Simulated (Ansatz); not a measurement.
# TiSi: the cost of one run

Program: Ansatz 0.2.0. Level of theory: DFT r2SCAN, scalar-relativistic, plane waves, PAW. These are calculated values, not measurements.

1 further run of the same task is left out (it didn't finish).

## 1. The structure to begin with

It takes space group P4/mmm (No. 123, tetragonal). The conventional cell has a = 2.847 Å, b = 2.847 Å, c = 3.731 Å, α = 90.00°, β = 90.00°, γ = 90.00°. Around Ti (site symmetry 4/mmm) lie 8 Si at 2.74 Å and 4 Ti at 2.85 Å. Si (site symmetry 4/mmm) has 8 Ti at 2.74 Å as nearest neighbours.

Coordinates:

```
Ti Si
1.0
     2.84668    0.00000    0.00000
     0.00000    2.84668    0.00000
     0.00000    0.00000    3.73118
Ti Si
1 1
Direct
  0.50000 0.50000 0.50000
  0.00000 0.00000 0.00000
```

This is candidate A: CuAu (L1_0) type (P4/mmm, No. 123).

(A quick probe on a coarse mesh, which set the mesh and smearing, is not shown.)

## 3. Rough relaxation on the coarse mesh (candidate A)

The input, input.yaml:

```yaml
crystal:
  lattice:
    - [2.846676884, 0.0, 0.0]
    - [0.0, 2.846676884, 0.0]
    - [0.0, 0.0, 3.7311800586]
  atoms:
    - { symbol: Ti, position: [0.5, 0.5, 0.5] }
    - { symbol: Si, position: [0.0, 0.0, 0.0] }
basis:
  ecutwfc: 500
kpoints:
  mp_grid: { grid: [6, 6, 6] }
hamiltonian:
  xc: r2scan
scf:
  occupations: { method: gaussian, width: 0.1 }
  lower_state_search: "off"
output:
  forces: true
  stress: true
  eigenvalues: true
relax:
  adjacent_minimum: "off"
  f_tol: 0.04
  max_steps: 70
  cell: { stress_tol: 0.4 }
```

On the command line:

```console
> ansatz run input.yaml --threads 1 --pin off --max-ram 3072MiB --backend cpu --events-out ev --progress --plain --runs-dir out
```

Q: Estimate wall time and peak memory on 1 thread of Intel Xeon 6975P-C (Granite Rapids), shared host.

About 5.7 s, with a peak of 0.46 GiB.
